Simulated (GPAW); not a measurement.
Runs of GPAW 26.7.0 on Mg3TiO4. Symmetry: Pm-3m, No. 221, cubic system. Conventional cell: a = 4.314 Å, b = 4.314 Å, c = 4.314 Å, α = 90.00°, β = 90.00°, γ = 90.00°. Around Ti (site symmetry m-3m) lie 6 O at 2.16 Å. Mg (site symmetry 4/mmm) is surrounded by 6 O at 2.16 Å. Around O (site symmetry 4/mmm) lie 2 Ti at 2.16 Å and 4 Mg at 2.16 Å. O (site symmetry m-3m) has 6 Mg at 2.16 Å as nearest neighbours. The cell comes from a database or a generator and needn't be the stable form of this composition.

```tsv
level	U	pressure (GPa)
PBEsol+U	Ti d U = 2 eV	-6.3
PBEsol+U	Ti d U = 1 eV	(b)
PBEsol	-	-7.2
PBEsol+U	Ti d U = 4 eV	-5.2
PBEsol+U	Ti d U = 6 eV	(a)
```

Alike in all rows: task band structure; potentials or basis PAW data sets generated in the run's folder for this functional, pw; no spin polarisation; cell as given; k mesh 6 × 6 × 6; cutoff (eV) 800; smearing fermi-dirac 0.05 eV.

**Question.** Fill in the values left out.

**Answer.** (a) -4.1; (b) -6.8.

Caveats: U without spin polarisation on a metal has little footing (some runs).
